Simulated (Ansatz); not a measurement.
# MoO3 (molybdenum trioxide) at CCSD/def2-SVPD (core potential)

What is the vertical singlet–triplet gap of MoO3 (molybdenum trioxide) at CCSD/def2-SVPD (core potential)? 

The calculation is run with Ansatz 0.2.0.

3 further runs of the same task are left out: 2 that didn't finish, 1 set aside as unsound or not needed.

### 1 The structure to begin with

MoO3: 4 atoms, total charge 0, spin state singlet. As SMILES, `[O]=[Mo](=[O])=[O]`. The coordinates come from a PBE0-D4/def2-TZVP relaxation.

Bond lengths: O1–Mo2 1.692 Å, Mo2–O3 1.692 Å, Mo2–O4 1.692 Å. Angles: O1–Mo2–O3 110.3°, O1–Mo2–O4 110.3°, O3–Mo2–O4 110.3°.

### 2 The energy at CCSD/def2-SVPD (core potential)

Input file run.yaml:

```yaml
basis:
  gaussian:
    orbitals: def2-SVPD
crystal:
  periodic: [false, false, false]
  atoms:
    - {symbol: O, position_ang: [-0.968000, -0.149800, 1.262500]}
    - {symbol: Mo, position_ang: [-0.138100, -0.336500, -0.200300]}
    - {symbol: O, position_ang: [1.507000, -0.607600, 0.088800]}
    - {symbol: O, position_ang: [-0.345200, 1.033600, -1.171400]}
correlation:
  method: ccsd
  frozen_orbitals: {Mo: 0, O: 1}
accuracy: high
scf:
  omitted_lower_state_checks: [cluster_reference, increment]
```

Command:

```sh
$ ansatz run run.yaml --threads 1 --pin off --max-ram 3480MiB --events-out events.jsonl --progress --plain --runs-dir runs
```

What it wrote, cut to the lines that bear on the results:

```text
Warning: RAYON_NUM_THREADS=1 ignored (pool sized by the plan → 1); use --threads N
Functional definition: HF
  name "HF"
[...]
2048 factors; integrals over basis functions are off by at most 2.4e-9 eV
[...]
mean field -7942.43860141 eV, -291.8792350237 hartree, gradient 3.3e-8 eV, S^2 0.000000; 0 other end points of the search recorded, 0 dependent functions left out; unrestricted orbitals would lower it
3 core orbitals not correlated: weight in the atoms' cores, before any rotation towards them, 1.000 or more for the frozen orbitals, at most 0.000 for the correlated occupied ones
reference -7942.43860141 eV, -291.8792350237 hartree; 16, 16 occupied and 84, 84 virtual orbitals, 2048 factors
second order -29.74140055 eV of doubles, -0.00000000 eV of singles
cycle   1  -23.88008817 eV  change     5.9e0 eV  update   3.8e-1
[...]
cycle  29  -26.78134808 eV  change   -1.6e-9 eV  update   1.7e-9
Total energy: -7969.21994949 eV, -292.8634314125 hartree
Checks for a lower state left out: cluster_reference, increment
```

Run time: 52 s. Hardware: 1 thread of Arm Neoverse V1, shared host; peak memory 0.87 GiB.

### 3 The triplet at the same level

Input file molecule.yaml:

```yaml
crystal:
  periodic: [false, false, false]
  atoms:
    - {symbol: O, position_ang: [-0.968000, -0.149800, 1.262500]}
    - {symbol: Mo, position_ang: [-0.138100, -0.336500, -0.200300]}
    - {symbol: O, position_ang: [1.507000, -0.607600, 0.088800]}
    - {symbol: O, position_ang: [-0.345200, 1.033600, -1.171400]}
basis:
  gaussian:
    orbitals: def2-SVPD
total_charge: 0
magnetization:
  spin_polarized: true
  initial_magnetization: 2
correlation:
  method: ccsd
  frozen_orbitals: {Mo: 0, O: 1}
accuracy: high
scf:
  omitted_lower_state_checks: [cluster_reference, increment]
```

Command:

```sh
$ ansatz run molecule.yaml --threads 1 --pin off --max-ram 3480MiB --events-out events.jsonl --progress --plain --runs-dir runs
```

What it wrote, cut to the lines that bear on the results:

```text
Warning: RAYON_NUM_THREADS=1 ignored (pool sized by the plan → 1); use --threads N
[... 2 set-up lines as earlier in the session ...]
[...]
2048 factors; integrals over basis functions are off by at most 2.4e-9 eV
[...]
mean field -7941.99217738 eV, -291.8628292430 hartree, gradient 2.9e-8 eV, S^2 2.273668; 19 other end points of the search recorded, 0 dependent functions left out
3 core orbitals not correlated: weight in the atoms' cores, before any rotation towards them, 1.000 or more for the frozen orbitals, at most 0.000 for the correlated occupied ones
reference -7941.99217738 eV, -291.8628292430 hartree; 17, 15 occupied and 83, 85 virtual orbitals, 2048 factors
second order -25.69048785 eV of doubles, -0.00000000 eV of singles
cycle   1  -22.86601897 eV  change     2.8e0 eV  update   3.0e-1
[...]
cycle  46  -25.20378479 eV  change   3.1e-10 eV  update   1.5e-9
Total energy: -7967.19596217 eV, -292.7890512502 hartree
Checks for a lower state left out: cluster_reference, increment
```

Run time: 5.5 min. Hardware: 1 thread of Arm Neoverse V1, shared host; peak memory 2 GiB.

### 4 Outcome

Level: CCSD/def2-SVPD (core potential), 3 core orbitals frozen.

```
                                            quantity          value
                               singlet: total energy  -292.86343 Eh
singlet: correlation energy (3 core orbitals frozen)     -984.2 mEh
                              singlet: T1 diagnostic          0.030
                               triplet: total energy  -292.78905 Eh
triplet: correlation energy (3 core orbitals frozen)     -926.2 mEh
          triplet: ⟨S²⟩ of the reference determinant          2.274
                              triplet: T1 diagnostic          0.049
    vertical energy of the triplet above the singlet       2.024 eV
```

**Reading.** At this shape the triplet lies 2.02 eV (195 kJ/mol) above the singlet. The restricted solution (singlet) is unstable to spin breaking: an unrestricted one lies lower. ⟨S²⟩ (triplet) is 2.27 where a pure triplet has 2.00: the reference is spin-contaminated. The T1 diagnostic (triplet) of 0.049 is above the customary mark for such species, so a single reference may not serve.
